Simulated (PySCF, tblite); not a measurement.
# C₄H₁₀BO₃PSi: geometry, infrared bands and NMR shifts

Aim: predict the infrared bands and NMR shifts of C₄H₁₀BO₃PSi (`CC1=CO[B@-](P)(O[SiH3])[O+]=C1`).

The runs use tblite 0.8.0 and PySCF 2.14.0, with density-fitted response routines of our own; the level of theory stands in each step. All values are computed, except where a source is named. Atoms are numbered from 0 throughout.

## 1. Starting geometry

20 atoms, charge 0, multiplicity 1; geometry from: force field or distance geometry start.

Bonds of the start (Å): C0–C1 1.49, C1–C2 1.34, C2–O3 1.39, O3–B4 1.51, B4–P5 1.95, B4–O6 1.49, O6–Si7 1.74, B4–O8 1.50, O8–C9 1.28, C9–C1 1.48, C0–H10 1.12, C0–H11 1.11, C0–H12 1.11, C2–H13 1.09, P5–H14 1.46, P5–H15 1.45, Si7–H16 1.47, Si7–H17 1.48, Si7–H18 1.48, C9–H19 1.08.

## 2. Optimising the geometry with GFN2-xTB

Job settings and geometry (Å):

```
{"job": {"kind": "relax", "xc": "GFN2-xTB", "basis": "xTB"}, "charge": 0, "multiplicity": 1}
C     -2.801400    -0.935600     0.275400
C     -1.437400    -0.417100    -0.032400
C     -0.659100    -1.022300    -0.941800
O      0.635600    -0.570900    -1.198000
B      1.155700     0.711800    -0.604900
P      1.039400     2.076100    -1.994000
O      2.582600     0.583500    -0.212700
Si     2.756400    -0.622900     1.024800
O      0.305300     1.143400     0.558300
C     -0.855300     0.665100     0.798600
H     -3.431400    -0.135700     0.735900
H     -2.746700    -1.791900     0.981400
H     -3.320800    -1.263200    -0.645800
H     -1.041500    -1.866100    -1.507700
H      1.192800     3.191400    -1.059500
H     -0.410200     2.131000    -1.959800
H      4.170400    -0.743100     1.388900
H      2.281500    -1.937700     0.526200
H      1.987800    -0.243400     2.226200
H     -1.408900     1.058300     1.637900
```

On the command line:

```
$ OMP_NUM_THREADS=1 python probes_run.py task.json out
```

This one command runs all jobs of the session in turn.

**Question.** This job is followed by: GFN2-xTB harmonic vibrations, gas phase; GIAO PBE0/pcSseg-1 NMR shielding, non-relativistic, gas phase. Predict these results of the whole session: strongest single infrared mode (GFN2-xTB); zero-point energy (GFN2-xTB); ¹³C shifts against TMS (PBE0/pcSseg-1, means over atoms taken as alike); ¹H shifts against TMS (PBE0/pcSseg-1, means over atoms taken as alike); ¹⁷O shifts against H2O (PBE0/pcSseg-1, means over atoms taken as alike); ¹¹B shifts against BF3·OEt2 (PBE0/pcSseg-1); ³¹P shifts against H3PO4 (PBE0/pcSseg-1); ²⁹Si shifts against TMS (PBE0/pcSseg-1); surface potential, 1st and 99th percentile.

As calculated:

| quantity | value |
| --- | --- |
| strongest single infrared mode (GFN2-xTB) | 1133 cm⁻¹, 500 km/mol |
| zero-point energy (GFN2-xTB) | 83.2 kcal/mol |
| ¹³C shifts against TMS (PBE0/pcSseg-1, means over atoms taken as alike) | 184.9, 112.6, 13.3 ppm |
| ¹H shifts against TMS (PBE0/pcSseg-1, means over atoms taken as alike) | 8.14, 4.77, 1.93, 1.28 ppm |
| ¹⁷O shifts against H2O (PBE0/pcSseg-1, means over atoms taken as alike) | 306.6, 80.2 ppm |
| ¹¹B shifts against BF3·OEt2 (PBE0/pcSseg-1) | 2.1 ppm |
| ³¹P shifts against H3PO4 (PBE0/pcSseg-1) | -245.0 ppm |
| ²⁹Si shifts against TMS (PBE0/pcSseg-1) | -55.9 ppm |
| surface potential, 1st and 99th percentile | -1.67 V and 1.65 V |

The optimisation took 142 steps and gained 1.188 eV; among the close pairs (by a distance rule), O6–Si7 changed most, from 1.737 to 1.604 Å. The lowest mode is imaginary (75i cm⁻¹), so the xTB geometry is not a minimum. The strongest single mode, at 1133 cm⁻¹, moves mainly O6. GFN2-xTB is a fitted tight-binding method: band positions and strengths are rough. Its intensities can rank the bands wrongly. The most deshielded carbon is C2, C9 (mean) (alkene carbon bearing oxygen), at 184.9 ppm: an sp2 carbon further deshielded by the attached heteroatom. At PBE0/pcSseg-1: The largest span, 494 ppm, is at O3, O8, where the paramagnetic term is -371 ppm. By nearest atom (PBE0/pcSseg-1), the HOMO sits on P5 65 %; B4 10 % and the LUMO on C2, C9 about 27 % each; O3, O8 about 13 % each.
